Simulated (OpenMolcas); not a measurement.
**Co²⁺ among point charges: CASSCF levels and susceptibility**

Aim: the splitting of the states of Co²⁺ in the field of 6 point charges, its lowest levels with spin-orbit coupling and its magnetic susceptibility.

Method: state-averaged CASSCF, spin-orbit coupling by RASSI with atomic mean-field integrals. Code: OpenMolcas 26.06.

1 further run of the same task is left out (it didn't finish).

## 1. What is computed

| Quantity | Value |
| --- | --- |
| Species | Co²⁺ (cobalt, Z = 27, 25 electrons) |
| Basis | ANO-RCC-VDZP [5s4p2d1f], 34 functions |
| Scalar Hamiltonian | DKH2, point nucleus |
| Inactive shells | 1s 2s 2p 3s 3p |
| Active space | 7 electrons in 5 orbitals (3d) |
| Some configurations of this space | 3d⁷ |
| Orbitals | optimised for each spin and parity, averaged over all roots |

Outer shells as boxes (Hund's rule):

3d7
```
3d [↑↓][↑↓][↑ ][↑ ][↑ ]
```

The ion sits among 6 point charges of -1.5 e arranged as a trigonal prism (D3h), 1.83 Å from the ion, with a polar angle of 48.6° against the regular 49.1°. The active orbitals were held to one l.

The work runs as a chain of OpenMolcas steps in one folder; each step below is one input file. Labels, J, g values, rates, χT and fits are worked out afterwards by a script from the matrices that RASSI stores.

## 2. One- and two-electron integrals

Contents of a.inp:

```
&GATEWAY
Coord
1

Co 0.0 0.0 0.0
Basis=ANO-RCC-VDZP
Group=NoSym
NoMove
AngMom=0.0 0.0 0.0
AMFI
XField
6 Angstrom 0
1.372893 0.000000 1.209985 -1.500000
-0.686447 1.188961 1.209985 -1.500000
-0.686447 -1.188961 1.209985 -1.500000
1.372893 0.000000 -1.209985 -1.500000
-0.686447 1.188961 -1.209985 -1.500000
-0.686447 -1.188961 -1.209985 -1.500000
&SEWARD
```

Command:

```
$ OMP_NUM_THREADS=1 MOLCAS_MEM=1689 MOLCAS_PROJECT=a pymolcas a.inp > a.log
```

## 3. CASSCF: quartets, 10 roots

Contents of a.inp:

```
&RASSCF
FileOrb=start.orb
Symmetry=1
Spin=4
nActEl=7 0 0
Inactive=9
Ras2=5
CIRoot=10 10 1
SDav=10
CIMx=300
Iter=120 100
PrWF=0.3
OrbListing=Nothing
MaxOrb=0
SupSym
1
10 10 11 12 13 14 23 24 25 26 27
>>> COPY $Project.JobIph JOB001
```

start.orb holds the contracted functions of the basis, ordered by shell, or the orbitals of the step before.

## 4. Reference wave functions, doublets, 40 roots

Contents of a.inp:

```
&RASSCF
FileOrb=start.orb
Symmetry=1
Spin=2
nActEl=7 0 0
Inactive=9
Ras2=5
CIRoot=40 40 1
SDav=40
CIMx=300
Iter=120 100
PrWF=0.3
OrbListing=Nothing
MaxOrb=0
SupSym
1
10 10 11 12 13 14 23 24 25 26 27
>>> COPY $Project.JobIph JOB002
```

## 5. RASSI: spin-orbit coupling between the states

Contents of a.inp:

```
&RASSI
NrOfJobIphs=2 10 40
1 2 3 4 5 6 7 8 9 10
1 2 3 4 5 6 7 8 9 10 11 12 13 14 15 16 17 18 19 20 21 22 23 24 25 26 27
28 29 30 31 32 33 34 35 36 37 38 39 40
IphNames
JOB001
JOB002
EJob
SpinOrbit
DIPRint=1.0
SOCoupling=1000.0
Subsets=2
Property=9
'ANGMOM' 1 'ANGMOM' 2 'ANGMOM' 3 'MLTPL  1' 1 'MLTPL  1' 2 'MLTPL  1' 3
'AMFI' 1 'AMFI' 2 'AMFI' 3
SOProperty=3
'ANGMOM' 1 'ANGMOM' 2 'ANGMOM' 3
```

What does the calculation give? Wanted: spin-free ground state; first state of the same spin within the active space; lowest level; next level.

The runs gave:

```
                                            quantity                              value
                                              method                             CASSCF
                              spin-free ground state     4E, 2-fold in its orbital part
first state of the same spin within the active space               quartet at 2680 cm⁻¹
                                        lowest level  2-fold E1/2, g = 0.00, 0.00, 9.97
                                          next level                         281.4 cm⁻¹
                                         χT at 300 K                     3.92 cm³ K/mol
                           effective moment at 300 K                            5.60 μB
```

The spin-free ground state (4E) comes to 100 % from free-ion F terms and keeps the highest spin of the shell. χT at 300 K is 3.92, against 1.88 cm³ K/mol for the spin alone, so orbital moment adds to it. An active space of the d shell alone favours high spin; real ions in strong fields can be low spin. The field of point charges can differ much from that of real complexes. With metal d orbitals alone active, the gaps between spin states are rough; where two lie within a few thousand cm-1, their order is open. This is an electrostatic model: the charges have no orbitals.
